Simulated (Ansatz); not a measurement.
**C3H5Cl2In: small, medium and large basis sets**

The task here is to estimate one member of a computed series from the others.

The runs use Ansatz 0.2.0, Gaussian basis; one geometry, several basis sets.

The runs, in order: PBE0-D4/def2-SVP; ωB97M-V/def2-SVP; PBE0-D4/def2-QZVPP; ωB97M-V/def2-QZVPP; the functionals' def2-TZVPP values are taken from earlier runs.

## The relaxed structure

All runs share one geometry, relaxed beforehand with PBE0-D4 in a triple-zeta def2 set. In takes the def2 core potential; no spin-orbit term is included.

SMILES `C=C[CH2][In]([Cl])[Cl]`, 11 atoms, charge 0, spin multiplicity 1.

Atoms are counted from 1 here; the program's logs count them from 0.

Bond lengths: C1–C2 1.325 Å, C1–H7 1.084 Å, C1–H8 1.087 Å, C2–C3 1.490 Å, C2–H9 1.091 Å, C3–In4 2.142 Å, C3–H10 1.095 Å, C3–H11 1.095 Å, In4–Cl5 2.323 Å, In4–Cl6 2.329 Å. Angles: C2–C1–H7 120.9°, C2–C1–H8 122.6°, H7–C1–H8 116.5°, C1–C2–C3 127.6°, C1–C2–H9 118.1°, C3–C2–H9 114.3°, C2–C3–In4 117.5°, C2–C3–H10 111.3°, C2–C3–H11 111.3°, In4–C3–H10 105.2°, In4–C3–H11 105.2°, H10–C3–H11 105.4°, C3–In4–Cl5 130.6°, C3–In4–Cl6 119.2°, Cl5–In4–Cl6 110.2°.

Coordinates:

```
atom     x (Å)     y (Å)     z (Å)
  C1  -0.06649  -0.83344  -1.56927
  C2  -0.36867  -1.22196  -0.33927
  C3  -0.26067  -0.42893   0.91778
 In4   0.45032   1.58560   0.75965
 Cl5   1.14243   2.80322  -1.09334
 Cl6   0.60845   2.88730   2.68462
  H7  -0.18761  -1.50584  -2.41026
  H8   0.31135   0.16056  -1.79292
  H9  -0.74241  -2.23676  -0.19868
 H10   0.40728  -0.91413   1.63763
 H11  -1.22867  -0.35272   1.42444
```

Set-up of the first run:

File in.yaml:

```yaml
crystal:
  periodic: [false, false, false]
  atoms:
    - {symbol: C, position_ang: [-0.066488, -0.833437, -1.569267]}
    - {symbol: C, position_ang: [-0.368672, -1.221959, -0.339273]}
    - {symbol: C, position_ang: [-0.260669, -0.428930, 0.917785]}
    - {symbol: In, position_ang: [0.450318, 1.585596, 0.759651]}
    - {symbol: Cl, position_ang: [1.142430, 2.803225, -1.093340]}
    - {symbol: Cl, position_ang: [0.608450, 2.887302, 2.684622]}
    - {symbol: H, position_ang: [-0.187606, -1.505843, -2.410257]}
    - {symbol: H, position_ang: [0.311347, 0.160556, -1.792916]}
    - {symbol: H, position_ang: [-0.742413, -2.236758, -0.198678]}
    - {symbol: H, position_ang: [0.407277, -0.914132, 1.637632]}
    - {symbol: H, position_ang: [-1.228674, -0.352718, 1.424443]}
basis:
  gaussian: {orbitals: def2-SVP}
hamiltonian: {xc: pbe0, dispersion: d4}
output: {orbitals: {seedname: orbitals}}
```

Command:

```sh
$ ansatz run in.yaml --threads 4 --pin off --events-out ev --progress --plain --max-ram 11315MiB
```

Among the steps run: PBE0-D4 in def2-SVP; ωB97M-V in def2-SVP; PBE0-D4 in def2-QZVPP; ωB97M-V in def2-QZVPP.

One of the session's tables, all rows but one given; the rest of the session is left out.

It belongs to the step «Density functionals: the series». 

```
functional       basis  HOMO (eV)  LUMO (eV)
   PBE0-D4    def2-SVP      -7.97      -1.46
   PBE0-D4  def2-TZVPP      -8.07      -1.62
   PBE0-D4  def2-QZVPP      -8.08      -1.69
   ωB97M-V    def2-SVP     -10.21       0.23
   ωB97M-V  def2-TZVPP     -10.32       0.01
   ωB97M-V  def2-QZVPP          ?          ?
```

**Question.** Estimate the row for ωB97M-V, def2-QZVPP.

As computed: HOMO (eV): -10.34; LUMO (eV): -0.05. In the column «HOMO (eV)» it is the lowest.
